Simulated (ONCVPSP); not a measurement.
# Cu: generating and testing an ONCV potential

Task: generate the file, and judge it by its errors in other configurations, its logarithmic derivatives, its ghosts and its cutoff.

Program: ONCVPSP 4.0.1.1 (patched build). Reference atom: LDA (Perdew-Wang 92), scalar-relativistic, spherical and spin-unpolarised. All values are calculated.

## Step 1: Settings

Typed settings, in words:

| Property | Result |
| --- | --- |
| element | copper (Cu, Z = 29) |
| type | optimised norm-conserving Vanderbilt (ONCV) |
| frozen core | [Ar] |
| valence charge | 11 |
| reference configuration | 3d10 4s1 |
| partial waves | 4s: rc 2.45 bohr, ncon 4, nbas 7, qcut 2.9 1/bohr, 2 projectors, debl 2.5 Ha; p scattering state at 0.13 Ha: rc 1.85 bohr, ncon 4, nbas 8, qcut 5.1 1/bohr, 2 projectors, debl 2.8 Ha; 3d: rc 0.90 bohr, ncon 3, nbas 8, qcut 14.5 1/bohr, 2 projectors, debl 2.1 Ha |
| local potential | polynomial inside 0.75 bohr (lpopt 5, dvloc0 6 Ha) |
| core correction | Teter function, fcfact 5, rcfact 1.75 |

The outer shells as boxes (Hund's rule for the drawing; the calculation is spin-unpolarised):

```
[Ar] core
3d [↑↓][↑↓][↑↓][↑↓][↑↓]
4s [↑ ]
```

The nodes and maxima of the atom's own shells, from an earlier all-electron run, set the scale for the radii.

All-electron outer shells of the reference configuration (LDA (PZ), scalar-relativistic, ld1.x):

```tsv
shell	level (eV)	outermost node (bohr)	outermost maximum (bohr)
3p	-72.03	0.26	0.62
3d	-5.32	–	0.60
4s	-4.87	0.89	2.24
4p	-0.79	0.98	3.52
```

## Step 2: Generating the potential

File Cu.dat:

```
# ATOM AND REFERENCE CONFIGURATION
# atsym  z   nc   nv     iexc    psfile
  Cu 29.00    5    2  -001012      upf
#
#   n    l    f
    1    0    2.00
    2    0    2.00
    2    1    6.00
    3    0    2.00
    3    1    6.00
    3    2   10.00
    4    0    1.00
#
# PSEUDOPOTENTIAL AND OPTIMIZATION
# lmax
    2
#
#   l,   rc,      ep,       ncon, nbas, qcut
    0    2.45    0.00    4    7    2.90
    1    1.85    0.13    4    8    5.10
    2    0.90    0.00    3    8   14.50
#
# LOCAL POTENTIAL
# lloc, lpopt,  rc(5),   dvloc0
    4    5    0.75    6.00
#
# VANDERBILT-KLEINMAN-BYLANDER PROJECTORs
# l, nproj, debl
    0    2    2.50
    1    2    2.80
    2    2    2.10
#
# MODEL CORE CHARGE
# icmod, fcfact, rcfact
    3    5.00    1.75
#
# LOG DERIVATIVE ANALYSIS
# epsh1, epsh2, depsh
   -2.00    5.00    0.02
#
# OUTPUT GRID
# rlmax, drl
    6.00    0.01
#
# TEST CONFIGURATIONS
# ncnf
    4
# nvcnf
#   n    l    f
    2
    3    2   10.00
    4    0    0.00
#
    2
    3    2    9.00
    4    0    0.00
#
    2
    3    2    8.00
    4    0    0.00
#
    2
    3    2    9.00
    4    0    2.00
#
```

On the command line:

```sh
$ oncvpsp.x < Cu.dat > Cu.out
```

Q: Predict the outcome of this session. Wanted: cutoffs for 1 and 0.1 mHa per electron, occupied waves; bound ghosts; GHOST(+) flags; largest test error; largest phase difference near zero energy, channels read; rms error of d²Exc/dn², without and with the model core.

The runs gave:

| quantity | value |
| --- | --- |
| cutoffs for 1 and 0.1 mHa per electron, occupied waves | 92 Ha and 105 Ha |
| bound ghosts | s at -57.96 eV |
| GHOST(+) flags | p at 84 eV |
| largest test error (AE − PS) | -168 meV, for 3d9 4s0 (1 test unsolved) |
| largest phase difference near zero energy, channels read | 0.006 rad |
| rms error of d²Exc/dn², without and with the model core | 8.37 and 0.98 mHa |

A bound ghost (s) makes it unfit for use: electrons can fall into a state that the atom doesn't have. The worst unpolarised test, 3d9 4s0, is off by 168 meV on 30.1 eV; by total energies transferability rates as poor. Of the tests 1 gave no usable energy difference, which is a warning in itself. The potential is very hard: the looser tolerance needs 92 Ha. At the looser tolerance the 3d wave is the slowest; 4s needs 4 Ha. Near zero energy the phases of the channels with partial waves agree within 0.006 rad. The program also flags highly localised states, GHOST(+) (p).
